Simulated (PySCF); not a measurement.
# C3H7FSi2: the cost of one run

The runs use PySCF 2.14.0, with density-fitted response routines of our own; the level of theory stands in each step. All values are computed, except where a source is named. Atoms count from 0, in the outputs and in this text.

## (1) The molecule as given

13 atoms, charge 0, multiplicity 1; geometry from: GFN2-xTB. The atoms were then displaced at random by about 0.01 Å, so the start is not that level's minimum.

Bonds of the start (Å): C0–C1 1.22, C1–Si2 1.87, Si2–C3 1.87, C3–Si4 1.90, Si4–F5 1.61, C0–H6 1.05, Si2–H7 1.48, Si2–H8 1.47, C3–H9 1.11, C3–H10 1.07, Si4–H11 1.47, Si4–H12 1.49.

## (2) Optimising the geometry at PBE0-D3(BJ)/def2-SVP

Job settings and geometry (Å):

```
{"job": {"xc": "PBE0", "basis": "def2-SVP", "d3": "d3bj", "grid": 1, "shake": 0.01, "kind": "geom"}, "charge": 0, "multiplicity": 1}
C      2.899680     0.457120     0.573440
C      1.973640    -0.035970    -0.042080
Si     0.580490    -0.822360    -1.001210
C     -0.923980     0.260290    -0.767110
Si    -1.615340     0.346330     0.996150
F     -1.891160    -1.156010     1.492200
H      3.678010     0.928450     1.103360
H      0.999480    -0.827750    -2.418180
H      0.384620    -2.176770    -0.477500
H     -1.745190    -0.135170    -1.402780
H     -0.753730     1.263520    -1.110080
H     -0.632370     0.878540     1.957360
H     -2.948330     1.002880     1.086110
```

On the command line:

```bash
OMP_NUM_THREADS=1 python probes_run.py task.json out
```

One launch serves the whole session: the jobs run in the order shown.

Q: Estimate the wall time and peak memory of this first job on 1 thread of Arm Neoverse V1, shared host.

About 55 s, with a peak of 0.49 GiB.
